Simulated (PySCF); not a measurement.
# The bond of BiS−, level by level

One job finds the state of BiS−, follows it along the bond with each method and fits the curves.

The runs use PySCF 2.14.0; Bi aug-cc-pVDZ-PP with ECP60, S aug-cc-pV(D+d)Z, scalar-relativistic core potentials.

**1. The job**

A driver script around PySCF takes these settings:

```yaml
atoms: Bi, S
charge: -1
basis: Bi aug-cc-pVDZ-PP with ECP60, S aug-cc-pV(D+d)Z
Hamiltonian: scalar-relativistic core potentials
basis_functions: 64
electrons_treated: 40
masses_in_u: 208.9804, 31.9721
levels: PBE0, PBE, r²SCAN, BLYP, BP86, B3LYP, HF, MP2, SCS-MP2, CCSD, CCSD(T)
grid: 80 radial by 434 angular points
occupations: held fixed by the projection of orbital angular momentum
dissociation_limit: Bi + S−, each in its ground configuration
starting_distance_in_angstrom: 2.545
values_of_2S_to_try: 0, 2, 4
```

Launch:

```sh
$ OMP_NUM_THREADS=1 python dia.py task.json out
```

The runs that follow: First curve: PBE0; Other states along the same grid; PBE (GGA); r²SCAN (meta-GGA); BLYP (GGA); BP86; B3LYP; UHF (mean field); MP2 and coupled cluster.

**Question.** What will these runs give? Wanted: for each run, Re; ωe; De; μ.

As calculated:

Lowest PBE0 solution found, without spin–orbit coupling: ³Σ⁻ (triplet), unpaired electrons π ↑↑. State 2 has its PBE0 minimum 0.22 eV higher, as a spin-mixed determinant (⟨S²⟩ = 1.01), so this is no gap between pure states. State 3 has its PBE0 minimum 0.82 eV higher. State 4 has its PBE0 minimum 2.20 eV higher. The other levels ran on the lowest alone.

| level | Re (Å) | ωe (cm⁻¹) | De (eV) | μ (D) |
| --- | --- | --- | --- | --- |
| UHF | 2.424 | 373 | 1.12 | -6.56 |
| UHF-MP2 | 2.429 | 399 | 2.58 | n/a |
| UHF-SCS-MP2 | 2.437 | 393 | 2.42 | n/a |
| UHF-CCSD | 2.449 | 358 | 2.29 | n/a |
| UHF-CCSD(T) | 2.460 | 354 | 2.48 | n/a |
| PBE | 2.451 | 352 | 3.22 | -5.01 |
| BLYP | 2.484 | 334 | 3.09 | -5.01 |
| BP86 | 2.456 | 349 | 3.21 | -4.96 |
| r²SCAN | 2.433 | 366 | 2.96 | -5.30 |
| B3LYP | 2.449 | 357 | 2.90 | -5.28 |
| PBE0 | 2.419 | 376 | 2.92 | -5.36 |

De is counted to Bi + S− in their ground configurations. A positive dipole points from Bi to S; in an ion it is taken about the centre of mass and does not tell which atom is negative.

In words: Bond lengths run from 2.419 Å (PBE0) to 2.484 Å (BLYP). Of the levels with a De here, UHF gives the least (1.12 eV) and PBE the most (3.22 eV).

Correlated steps freeze 9 core orbitals. Spin–orbit coupling is left out, which matters for elements this heavy, above all for dissociation energies. T1 is 0.024 near the minimum (highest on the curve 0.057), which may point to more than one leading configuration. With some functionals the highest level of the anion is positive, from self-interaction error or because the anion is truly unbound there; the finite basis then holds the extra electron, and no neutral molecule was run to test the binding. With spin–orbit coupling the term label itself may not hold.
